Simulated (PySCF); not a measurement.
# CuNF: quartet, from a bent start

The task is one start of a wider search on CuNF: the quartet, from a bent start. It is relaxed, tested by its Hessian and followed downhill if it is a saddle.

The runs use PySCF 2.14.0; PBE0, basis Cu def2-TZVP, N def2-TZVP, F def2-TZVP, no relativity, density fitting.

## Step 1: Starting geometry

3 atoms, charge 0, spin multiplicity 4.

Bond lengths: Cu1–N2 1.750 Å, Cu1–F3 1.760 Å. Angles: N2–Cu1–F3 110.0°.

Coordinates in bohr (charge 0 multiplicity 4):
```
Cu    0.0000    0.0000    0.0000
N    -2.7089    0.0000    1.8969
F     2.7244    0.0000    1.9077
```

## Step 2: Finding the electronic state

One driver script runs all steps and calls PySCF; scf.py shows how it sets up the SCF of each step. The optimiser is the driver's own. After this first run the driver tries any further starts and a stability analysis.

The input, scf.py:

```python
from pyscf import gto, scf, dft
mol = gto.M(atom='''
Cu     0.000000     0.000000     0.000000
N     -1.433500     0.000000     1.003800
F      1.441700     0.000000     1.009500''',
    basis={'Cu': 'def2-TZVP', 'N': 'def2-TZVP', 'F': 'def2-TZVP'},
    charge=0, spin=3)
mf = dft.UKS(mol, xc='PBE0')
mf.grids.atom_grid = (50, 194)
aux = {'Cu': 'def2-universal-JKFIT', 'N': 'def2-universal-JKFIT', 'F': 'def2-universal-JKFIT'}
mf = mf.density_fit(auxbasis=aux)
mf.conv_tol = 1e-08
mf.diis_space = 10
mf.max_cycle = 60
mf.init_guess = 'minao'
mf.verbose = 4
mf.kernel()
```

The run is started by

```
> OMP_NUM_THREADS=4 python axn.py task.json out
```

Log:

```text
init E= -1794.14509010319
[... the frontier-level lines of each cycle are left out ...]
cycle= 1 E= -1789.81211263901  delta_E= 4.33  |g|= 4.51  |ddm|= 1.62
cycle= 2 E= -1773.19794399728  delta_E= 16.6  |g|= 8.82  |ddm|= 5.87
cycle= 3 E= -1793.20380797173  delta_E=  -20  |g|= 2.74  |ddm|= 5.05
cycle= 4 E= -1790.44012855421  delta_E= 2.76  |g|= 3.02  |ddm|= 2.17
cycle= 5 E= -1794.15410636415  delta_E= -3.71  |g|= 1.11  |ddm|= 2.03
cycle= 6 E= -1794.24915678041  delta_E= -0.0951  |g|= 1.05  |ddm|= 1.16
cycle= 7 E= -1794.62641905977  delta_E= -0.377  |g|= 0.191  |ddm|= 0.434
cycle= 8 E= -1794.63985649864  delta_E= -0.0134  |g|= 0.0254  |ddm|= 0.122
cycle= 9 E= -1794.6404504932  delta_E= -0.000594  |g|= 0.0117  |ddm|= 0.0332
cycle= 10 E= -1794.6405977513  delta_E= -0.000147  |g|= 0.0041  |ddm|= 0.0167
cycle= 11 E= -1794.64065337164  delta_E= -5.56e-05  |g|= 0.00599  |ddm|= 0.016
cycle= 12 E= -1794.64066865786  delta_E= -1.53e-05  |g|= 0.00408  |ddm|= 0.00683
cycle= 13 E= -1794.640676232  delta_E= -7.57e-06  |g|= 0.00139  |ddm|= 0.00603
cycle= 14 E= -1794.64067701611  delta_E= -7.84e-07  |g|= 0.000237  |ddm|= 0.0019
cycle= 15 E= -1794.64067705027  delta_E= -3.42e-08  |g|= 6.42e-05  |ddm|= 0.000397
cycle= 16 E= -1794.6406770586  delta_E= -8.33e-09  |g|= 2.92e-05  |ddm|= 0.00021
Extra cycle  E= -1794.64067705939  delta_E= -7.95e-10  |g|= 5.07e-05  |ddm|= 7.25e-05
converged SCF energy = -1794.64067705939  <S^2> = 3.765055  2S+1 = 4.0075204
```

This step, with its further starts and checks, took 9.3 s on 4 threads of Arm Neoverse V2, shared host.

The starts that the driver tried:

```tsv
start	energy (Eh)
the minimal-basis guess	-1794.640677
a thermally smeared density	-1794.640677
a smeared PBE density	-1794.640677
```

No lower solution of this spin turned up from the other starts or in the test of internal stability.

## Step 3: Bent start, quartet: relaxation

The program finds Cs symmetry in the start, which this walk keeps.

scf.py: that of step 2 with these lines changed.

```diff
@@ -3,3 +3,3 @@
-Cu     0.000000     0.000000     0.000000
-N     -1.433500     0.000000     1.003800
-F      1.441700     0.000000     1.009500''',
+Cu    -0.076269     0.000000    -0.346448
+N     -1.509769     0.000000     0.657352
+F      1.365431     0.000000     0.663052''',
@@ -15 +14,0 @@
-mf.init_guess = 'minao'
```

The optimiser's trace:

```tsv
step	energy (Eh)	change (kJ/mol)	largest symmetric gradient (Eh/bohr)
0	-1794.640677	0.00	0.02348
1	-1794.644827	-10.90	0.00944
2	-1794.648793	-21.31	0.01691
3	-1794.649919	-24.26	0.01571
4	-1794.652856	-31.98	0.01663
5	-1794.657201	-43.38	0.00918
6	-1794.658777	-47.52	0.01098
7	-1794.658877	-47.78	0.00289
8	-1794.658883	-47.80	0.00403
9	-1794.658943	-47.96	0.00011
10	-1794.658943	-47.96	0.00002
```

The walk took 17 s.

Geometry (Å) and forces (eV/Å) at some steps:

```
step 0
Cu  -0.076   0.000  -0.346   0.665   0.000  -0.089
N   -1.510   0.000   0.657  -1.210   0.000   0.265
F    1.365   0.000   0.663   0.545   0.000  -0.176
step 1
Cu  -0.067   0.000  -0.300   0.322   0.000   0.454
N   -1.591   0.000   0.637  -0.484   0.000  -0.121
F    1.437   0.000   0.637   0.163   0.000  -0.333
step 5
Cu  -0.076   0.000   0.161  -0.145   0.000   0.366
N   -1.833   0.000   0.412   0.472   0.000  -0.195
F    1.688   0.000   0.401  -0.327   0.000  -0.171
step 10
Cu  -0.082   0.000   0.324   0.001   0.000   0.001
N   -1.817   0.000   0.329   0.001   0.000   0.000
F    1.679   0.000   0.321  -0.001   0.000   0.000
```

After 10 steps and 48.0 kJ/mol it ends at C∞v: Cu–F 1.761 Å, Cu–N 1.735 Å; F–Cu–N 179.9°.

## Step 4: Vibrations and properties at this point

The point is checked on the finer grid, and tightened if its gradient asks for it. The Hessian and the dipole derivatives come from central differences of analytic gradients, with steps of 0.02 bohr.

scf.py: that of step 3 with these lines changed.

```diff
@@ -3,3 +3,3 @@
-Cu    -0.076269     0.000000    -0.346448
-N     -1.509769     0.000000     0.657352
-F      1.365431     0.000000     0.663052''',
+Cu    -0.095532    -0.000000     0.000225
+N     -1.830774    -0.000000     0.004309
+F      1.665685     0.000000    -0.003921''',
@@ -9 +9 @@
-mf.grids.atom_grid = (50, 194)
+mf.grids.atom_grid = (75, 302)
@@ -12 +12 @@
-mf.conv_tol = 1e-08
+mf.conv_tol = 1e-10
```

This SCF starts from the last density.

SCF at the final geometry:

```text
init E= -1794.65887012659
[... the frontier-level lines of each cycle are left out ...]
cycle= 1 E= -1794.65887012644  delta_E= 1.52e-10  |g|= 2.85e-05  |ddm|= 1.18e-05
cycle= 2 E= -1794.65887012332  delta_E= 3.12e-09  |g|= 0.000128  |ddm|= 5.19e-05
cycle= 3 E= -1794.65887012661  delta_E= -3.29e-09  |g|= 2.68e-06  |ddm|= 4.03e-05
cycle= 4 E= -1794.65887012661  delta_E= -3.41e-12  |g|= 1.29e-06  |ddm|= 1.12e-06
Extra cycle  E= -1794.65887012662  delta_E= -2.27e-12  |g|= 4.39e-06  |ddm|= 2.55e-06
converged SCF energy = -1794.65887012662  <S^2> = 3.7609536  2S+1 = 4.005473
```

The whole step took 32 s.

Geometry: C∞v; Cu–F 1.761 Å, Cu–N 1.735 Å; F–Cu–N 180.0°.

Modes, for the most abundant isotopes:

| symmetry | ω (cm⁻¹) | IR (km/mol) | type |
| --- | --- | --- | --- |
| π | 125 | 46.8 | bend |
| σ+ | 547 | 27.8 | stretch |
| σ+ | 698 | 45.7 | stretch |

All wavenumbers are real: a minimum.

Properties at this point:

* Dipole moment: 3.30 D
* Highest occupied level: -8.97 eV
* Lowest empty level: -5.31 eV
* Rotational constants: 0.1682 cm⁻¹
* Zero-point energy: 8.9 kJ/mol
* Principal polarisabilities: 17.8, 17.8, 55.1 bohr³
* Atomisation energy without zero-point energy: 511 kJ/mol
* Principal traceless quadrupole moments about the centre of mass: -9.52, 4.76, 4.76 D Å
* Entropy at 298.15 K and 1 bar (electronic part: spin only): 273.7 J/(mol K)
* Heat capacity Cp at 298.15 K: 53.5 J/(mol K)
* Enthalpy at 298.15 K above 0 K: 13.09 kJ/mol
* Rotational symmetry number: 1
* Spin squared ⟨S²⟩: 3.761

Populations by atom (charges in e):

| atom | Mulliken | Löwdin | polar tensor | spin (Mulliken) | Mayer order to Cu1 |
| --- | --- | --- | --- | --- | --- |
| Cu1 | 0.66 | 0.35 | 0.84 | 0.58 | – |
| N2 | -0.14 | 0.03 | -0.11 | 2.41 | 1.21 |
| F3 | -0.52 | -0.38 | -0.73 | 0.01 | 0.79 |

Outer orbital energies (eV). α occupied: -11.08, -11.08, -10.62, -10.52, -10.52, -9.40, -8.98, -8.98; empty: -0.55, 2.39, 2.39, 3.78. β occupied: -11.81, -11.35, -11.35, -10.70, -10.70, -9.09, -9.09, -8.97; empty: -5.31, -3.70, -3.70, 0.11.

Mulliken populations on Cu1: s 6.46, p 12.28, d 9.60, f 0.00.

## Step 5: What came out

| quantity | value |
| --- | --- |
| minimum | quartet, C∞v |
| geometry | Cu–F 1.761 Å, Cu–N 1.735 Å; F–Cu–N 180.0° |
| wavenumbers (cm⁻¹) | 125 (π), 547 (σ+), 698 (σ+) |
| dipole moment | 3.30 D |
| highest occupied, lowest empty level (either spin) | -8.97, -5.31 eV |
| polar-tensor charge of Cu1 | +0.84 e |
| zero-point energy | 8.9 kJ/mol |
| entropy at 298.15 K | 273.7 J/(mol K) |
| atomisation energy (no zero-point energy) | 511 kJ/mol |
| ⟨S²⟩ | 3.761 |

The bent start (Cs) ends in a minimum of C∞v symmetry. In the infrared the band at 125 cm⁻¹ (π, bend) leads. Most of the spin sits on N2 (Mulliken spin 2.41, against 3 for the whole molecule). Only this shape and spin were tried, so other structures or states may lie lower. One determinant may miss the lowest occupation of an open d or f shell.

The search up to here took 58 s.
